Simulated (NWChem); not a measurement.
# CH4F2Si (SMILES C[SiH](F)F): HF/3-21G

Aim: the adiabatic ionisation energy of CH4F2Si at HF/3-21G, from 2 runs. 

The results are computed with NWChem 7.3.0.

### Step 1. The molecule

CH4F2Si has 8 atoms, charge 0, and is taken as a singlet. SMILES: `C[SiH](F)F`. The coordinates come from a PBE0-D4/def2-TZVP relaxation. The run starts from this shape.

Bond lengths: C1–Si2 1.840 Å, Si2–F3 1.591 Å, Si2–F4 1.591 Å, C1–H5 1.092 Å, C1–H6 1.093 Å, C1–H7 1.093 Å, Si2–H8 1.477 Å. Some angles: C1–Si2–F3 109.8°, C1–Si2–F4 109.8°, F3–Si2–F4 106.8°, C1–Si2–H8 114.8°, F3–Si2–H8 107.6°, F4–Si2–H8 107.6°, Si2–C1–H5 110.7°, Si2–C1–H6 110.6°, Si2–C1–H7 110.6°, H5–C1–H6 108.3°.

### Step 2. A geometry optimisation at HF/3-21G

geom.xyz reads:

```xyz
8

C     -0.387100     0.881700    -0.174700
Si     0.329300    -0.775200     0.180600
F      1.916300    -0.678300     0.226700
F     -0.035400    -1.783900    -0.994000
H     -0.013400     1.269000    -1.125400
H     -0.122700     1.591000     0.613300
H     -1.476800     0.824400    -0.231400
H     -0.118100    -1.385700     1.449000
```

geom.nw reads:

```
start geom
memory 2200 mb

geometry units angstrom
  load geom.xyz
end

basis "ao basis" spherical bse
  C library 3-21G
  Si library 3-21G
  F library 3-21G
  H library 3-21G
end

scf
  singlet
  rhf
  thresh 1e-07
  maxiter 80
  print low
end

driver
  maxiter 60
end

freq
  temp 3 298.15 600 900
end

task scf optimize
task scf frequencies
```

The run is started by

```bash
$ nwchem geom.nw > geom.out
```

The log of the run:

```text
[...]
 Group name             Cs
[...]
  functions       =    48
[...]
  wavefunction    = RHF
[...]
         Total SCF energy =   -525.325883062463
[...]
@    0    -525.32588306  0.0D+00  0.02606  0.00780  0.00000  0.00000      1.9
[...]
         Total SCF energy =   -525.328072767597
[...]
@    1    -525.32807277 -2.2D-03  0.00486  0.00115  0.02731  0.06965      3.5
[...]
@    4    -525.32824056 -1.0D-06  0.00018  0.00005  0.00168  0.00506      9.7
[...]
         Total SCF energy =   -525.328240790068
[...]
@    5    -525.32824079 -2.3D-07  0.00003  0.00001  0.00071  0.00229     11.6
[...]
         Total SCF energy =   -525.328240802468
[...]
         Total SCF energy =   -525.328240802468
[...]
                         RHF ENERGY GRADIENTS
    atom               coordinates                        gradient
                 x          y          z           x          y          z
   1 C       0.416757  -3.198709   0.000000   -0.000007  -0.000027   0.000000
   2 Si     -0.661543   0.164654   0.000000    0.000017   0.000020   0.000000
   3 F       0.467920   1.667818   2.416683   -0.000003  -0.000001   0.000001
   4 F       0.467920   1.667818  -2.416683   -0.000003  -0.000001  -0.000001
   5 H       2.461652  -3.341298   0.000000   -0.000005   0.000003   0.000000
   6 H      -0.280246  -4.187538   1.656890    0.000005   0.000003  -0.000004
   7 H      -0.280246  -4.187538  -1.656890    0.000005   0.000003   0.000004
   8 H      -3.421128   0.410931   0.000000   -0.000010  -0.000001   0.000000
[...]
@    6    -525.32824080 -1.2D-08  0.00002  0.00000  0.00007  0.00023     12.6
[...]
      Optimization converged
[...]
@    6    -525.32824080 -1.2D-08  0.00002  0.00000  0.00007  0.00023     12.6
[...]
         Total SCF energy =   -525.328240800712
      One-electron energy =  -1088.975071564220
      Two-electron energy =    383.222589069245
 Nuclear repulsion energy =    180.424241694262
        Time for solution =      0.4s
[...]
 Zero-Point correction to Energy  =   34.985 kcal/mol  (  0.055752 au)
 Thermal correction to Energy     =   53.054 kcal/mol  (  0.084547 au)
 Thermal correction to Enthalpy   =   54.842 kcal/mol  (  0.087396 au)
 Total Entropy                    =  100.537 cal/mol-K
   - Translational                =   44.595 cal/mol-K (mol. weight =  82.0050)
   - Rotational                   =   28.521 cal/mol-K (symmetry #  =        1)
   - Vibrational                  =   27.421 cal/mol-K
 Cv (constant volume heat capacity) =   30.477 cal/mol-K
   - Translational                  =    2.979 cal/mol-K
   - Rotational                     =    2.979 cal/mol-K
   - Vibrational                    =   24.518 cal/mol-K
[...]
 Normal Eigenvalue ||           Projected Infra Red Intensities
  Mode   [cm**-1]  || [atomic units] [(debye/angs)**2] [(KM/mol)] [arbitrary]
 ------ ---------- || -------------- ----------------- ---------- -----------
    1       -0.000 ||    0.003325           0.077         3.241       0.657
    2       -0.000 ||    0.000731           0.017         0.713       0.144
    3       -0.000 ||    0.000005           0.000         0.005       0.001
    4        0.000 ||    0.000851           0.020         0.829       0.168
    5        0.000 ||    0.000507           0.012         0.495       0.100
    6        0.000 ||    0.001747           0.040         1.703       0.345
    7      138.135 ||    0.000021           0.000         0.020       0.004
    8      235.137 ||    0.002665           0.061         2.598       0.526
    9      293.221 ||    0.030403           0.701        29.638       6.006
   10      362.600 ||    0.046214           1.066        45.051       9.130
   11      726.080 ||    0.005534           0.128         5.395       1.093
   12      860.299 ||    0.221870           5.119       216.290      43.833
   13      887.648 ||    0.009037           0.208         8.810       1.785
   14      950.000 ||    0.026931           0.621        26.254       5.321
[...]
```

Run time: 20 s. Hardware: 1 thread of Intel Xeon Platinum 8259CL at 2.50GHz (Skylake/Cascade Lake), shared host; peak memory 0.11 GiB.

Step by step:

```
step  energy from the first frame kept (eV)
   0                                 0.0000
   1                                -0.0596
   2                                -0.0638
   3                                -0.0641
   4                                -0.0642
   5                                -0.0642
   6                                -0.0642
```

After the run. Bond lengths: C1–Si2 1.869 Å, Si2–F3 1.620 Å, Si2–F4 1.620 Å, C1–H5 1.085 Å, C1–H6 1.086 Å, C1–H7 1.086 Å, Si2–H8 1.466 Å. Some angles: C1–Si2–F3 110.8°, C1–Si2–F4 110.8°, F3–Si2–F4 104.2°, C1–Si2–H8 112.9°, F3–Si2–H8 108.9°, F4–Si2–H8 108.9°, Si2–C1–H5 111.8°, Si2–C1–H6 110.8°, Si2–C1–H7 110.8°, H5–C1–H6 107.8°.

### Step 3. The doublet cation: a geometry optimisation at UHF/3-21G

ch4f2si.nw reads:

```
start ch4f2si
title "CH4F2Si hf"
memory total 2200 mb
charge 1

geometry units bohr noautosym
  C   -0.73151298   1.66617152  -0.33013515
  Si   0.62228681  -1.46491569   0.34128454
  F    3.62128217  -1.28180123   0.42840091
  F   -0.06689630  -3.37108243  -1.87838777
  H   -0.02532233   2.39806245  -2.12669778
  H   -0.23186940   3.00655426   1.15896903
  H   -2.79074754   1.55789022  -0.43728263
  H   -0.22317666  -2.61859349   2.73821315
end

basis spherical bse
  * library 3-21G
end

scf
  doublet
  uhf
  thresh 1e-07
  maxiter 80
  print low
end

driver
  maxiter 60
end

freq
  temp 3 298.15 400 700
end

task scf optimize
task scf frequencies
```

The run is started by

```bash
$ nwchem ch4f2si.nw > ch4f2si.out
```

The log of the run:

```text
[...]
  functions       =    48
[...]
  wavefunction    = UHF
[...]
         Total SCF energy =   -524.885903372961
[...]
@    0    -524.88590337  0.0D+00  0.07084  0.01530  0.00000  0.00000      4.5
[...]
         Total SCF energy =   -524.910852201438
[...]
@    1    -524.92813717 -4.2D-02  0.02952  0.00804  0.21015  0.46179     10.4
[...]
@    6    -524.93706984 -1.2D-05  0.00033  0.00010  0.00327  0.00713     32.5
[...]
         Total SCF energy =   -524.937071203048
[...]
@    7    -524.93707120 -1.4D-06  0.00003  0.00001  0.00114  0.00299     35.9
[...]
         Total SCF energy =   -524.937071217500
      One electron energy =  -1069.457280897192
      Two electron energy =    368.145753558482
 Nuclear repulsion energy =    176.374456121210
                       Sz =      0.5000
                 Sz(Sz+1) =      0.7500
                      S^2 =      0.7566
[...]
         Total SCF energy =   -524.937071217500
[...]
                         UHF ENERGY GRADIENTS
    atom               coordinates                        gradient
                 x          y          z           x          y          z
   1 C      -1.671799   3.104667  -0.139066   -0.000008   0.000008   0.000005
   2 Si      0.028434  -0.755261   0.638643    0.000010  -0.000006  -0.000011
   3 F       2.940255  -0.049257   0.525472    0.000000  -0.000004   0.000004
   4 F      -0.845836  -2.194029  -1.842397   -0.000000  -0.000004   0.000003
   5 H      -0.747262   3.444993  -1.930024   -0.000003   0.000004   0.000001
   6 H      -0.980011   4.123073   1.488261    0.000003  -0.000000  -0.000001
   7 H      -3.651324   2.610876  -0.178130    0.000001  -0.000001  -0.000003
   8 H      -1.191994  -1.241571   3.030559   -0.000003   0.000004   0.000002
[...]
@    8    -524.93707122 -1.4D-08  0.00001  0.00000  0.00014  0.00050     37.6
[...]
      Optimization converged
[...]
@    8    -524.93707122 -1.4D-08  0.00001  0.00000  0.00014  0.00050     37.6
[...]
         Total SCF energy =   -524.937071217500
[...]
 Zero-Point correction to Energy  =   32.414 kcal/mol  (  0.051655 au)
 Thermal correction to Energy     =   46.246 kcal/mol  (  0.073697 au)
 Thermal correction to Enthalpy   =   47.636 kcal/mol  (  0.075913 au)
 Total Entropy                    =  101.242 cal/mol-K
   - Translational                =   43.347 cal/mol-K (mol. weight =  82.0050)
   - Rotational                   =   27.989 cal/mol-K (symmetry #  =        1)
   - Vibrational                  =   29.906 cal/mol-K
 Cv (constant volume heat capacity) =   28.728 cal/mol-K
   - Translational                  =    2.979 cal/mol-K
   - Rotational                     =    2.979 cal/mol-K
   - Vibrational                    =   22.769 cal/mol-K
[...]
 Normal Eigenvalue ||           Projected Infra Red Intensities
  Mode   [cm**-1]  || [atomic units] [(debye/angs)**2] [(KM/mol)] [arbitrary]
 ------ ---------- || -------------- ----------------- ---------- -----------
    1       -0.000 ||    0.014509           0.335        14.144       3.642
    2       -0.000 ||    0.000990           0.023         0.966       0.249
    3       -0.000 ||    0.002804           0.065         2.733       0.704
    4        0.000 ||    0.015579           0.359        15.187       3.911
    5        0.000 ||    0.006189           0.143         6.034       1.554
    6        0.000 ||    0.020347           0.469        19.835       5.107
    7       37.503 ||    0.000291           0.007         0.284       0.073
    8      125.085 ||    0.000002           0.000         0.002       0.000
    9      196.230 ||    0.056162           1.296        54.749      14.098
   10      344.758 ||    0.064197           1.481        62.583      16.115
   11      362.693 ||    0.042245           0.975        41.183      10.604
   12      551.696 ||    0.007193           0.166         7.012       1.806
   13      563.888 ||    0.000575           0.013         0.561       0.144
   14      728.679 ||    0.259641           5.990       253.111      65.176
[...]
```

Wall time 49 s (1 thread of Intel Xeon Platinum 8259CL at 2.50GHz (Skylake/Cascade Lake), shared host); peak memory 0.12 GiB.

Step by step:

```
step  energy from the first frame kept (eV)
   0                                 0.0000
   1                                -1.1492
   2                                -1.2939
   3                                -1.3675
   4                                -1.3863
   5                                -1.3920
   6                                -1.3923
   7                                -1.3923
   8                                -1.3923
```

After the run. Bond lengths: Si2–F3 1.587 Å, Si2–F4 1.587 Å, C1–H5 1.082 Å, C1–H6 1.080 Å, C1–H7 1.080 Å, Si2–H8 1.444 Å. Angles: F3–Si2–F4 111.4°, F3–Si2–H8 120.6°, F4–Si2–H8 120.6°, H5–C1–H6 117.5°, H5–C1–H7 117.5°, H6–C1–H7 117.7°. A long bond or contact: C1–Si2 2.270 Å.

### Step 4. Outcome

Level: HF/3-21G.

```
                                                                  quantity             value
                                  run 1, HF/3-21G: total energy at the end     -525.32824 Eh
                               run 1, HF/3-21G: lowest harmonic wavenumber          138 cm⁻¹
                              run 1, HF/3-21G: highest harmonic wavenumber         3271 cm⁻¹
                                        run 1, HF/3-21G: zero-point energy      146.4 kJ/mol
run 1, HF/3-21G: ideal-gas entropy at 298.15 K (symmetry number 1 as used)  72.5 cal/(mol K)
                                   doublet cation: total energy at the end     -524.93707 Eh
                                                      doublet cation: ⟨S²⟩             0.757
                                doublet cation: lowest harmonic wavenumber           38 cm⁻¹
                               doublet cation: highest harmonic wavenumber         3357 cm⁻¹
                                         doublet cation: zero-point energy      135.6 kJ/mol
   adiabatic ionisation energy (to the doublet cation, no zero-point term)         10.644 eV
```

**Reading.** The adiabatic ionisation energy (to the doublet cation, no zero-point term) is 10.64 eV (1027 kJ/mol). All 18 modes (run 1, HF/3-21G) are real, so the shape is a minimum at this level. The optimisation (run 1, HF/3-21G) took 7 steps and changed the energy by -0.064 eV. All 18 modes (doublet cation) are real, so the shape is a minimum at this level. The optimisation (doublet cation) took 9 steps and changed the energy by -1.392 eV.
